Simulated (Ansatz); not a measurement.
# Hf2N: the cost of one run

Program: Ansatz 0.2.0. Level of theory: DFT PBEsol, scalar-relativistic, plane waves, PAW. These are calculated values, not measurements.

2 further runs of the same task are left out: 2 set aside as unsound or not needed. Runs told in other sessions of the task aren't counted.

## 1. The structure to begin with

It takes space group P4_2/mnm (No. 136, tetragonal). The conventional cell has a = 5.296 Å, b = 5.296 Å, c = 3.228 Å, α = 90.00°, β = 90.00°, γ = 90.00°. Around Hf (site symmetry m2m) lie 3 N at 2.21 to 2.23 Å. N (site symmetry mmm) has 6 Hf at 2.21 to 2.23 Å in its first shell of neighbours.

Coordinates:

```xyz
6
Lattice="5.2960 0.0000 0.0000 0.0000 5.2960 0.0000 0.0000 0.0000 3.2283" Properties=species:S:1:pos:R:3 pbc="T T T"
Hf    1.5639    1.5639    0.0000
Hf    3.7320    3.7320    0.0000
Hf    4.2119    1.0840    1.6141
Hf    1.0840    4.2119    1.6141
N     0.0000    0.0000    0.0000
N     2.6480    2.6480    1.6141
```

It goes back to an entry of the Materials Project, which need not be the stable form.

It is the result of an earlier relaxation at this level (volume 15.09 Å³/atom; gap on the mesh: none (metal)).

## 2. The cell under 3 GPa

At a set pressure the run lowers the enthalpy E + PV, so the energy alone may rise along the way.

File input.yaml:

```yaml
crystal:
  lattice:
    - [5.2959703738, 0.0, 0.0]
    - [0.0, 5.2959703738, 0.0]
    - [0.0, 0.0, 3.2282606992]
  atoms:
    - { symbol: Hf, position: [0.2953075331, 0.2953075331, 0.0] }
    - { symbol: Hf, position: [0.7046924669, 0.7046924669, 0.0] }
    - { symbol: Hf, position: [0.7953075331, 0.2046924669, 0.5] }
    - { symbol: Hf, position: [0.2046924669, 0.7953075331, 0.5] }
    - { symbol: "N", position: [0.0, 0.0, 0.0] }
    - { symbol: "N", position: [0.5, 0.5, 0.5] }
basis:
  ecutwfc: 420
kpoints:
  mp_grid: { grid: [8, 8, 12] }
hamiltonian:
  xc: pbesol
scf:
  occupations: { method: fermi_dirac, width: 0.15 }
output:
  forces: true
  stress: true
  eigenvalues: true
relax:
  adjacent_minimum: "off"
  f_tol: 0.001
  max_steps: 60
  cell: { stress_tol: 0.02, p_target: 3.0 }
```

Command:

```bash
> ansatz run input.yaml --threads 2 --pin off --max-ram 6144MiB --backend cpu --events-out ev --progress --plain --runs-dir out
```

What time and memory should one allow on 2 threads of Oxide Virtual Turin-like (Zen 5), shared host?

About 1.7 min, with a peak of 0.8 GiB.
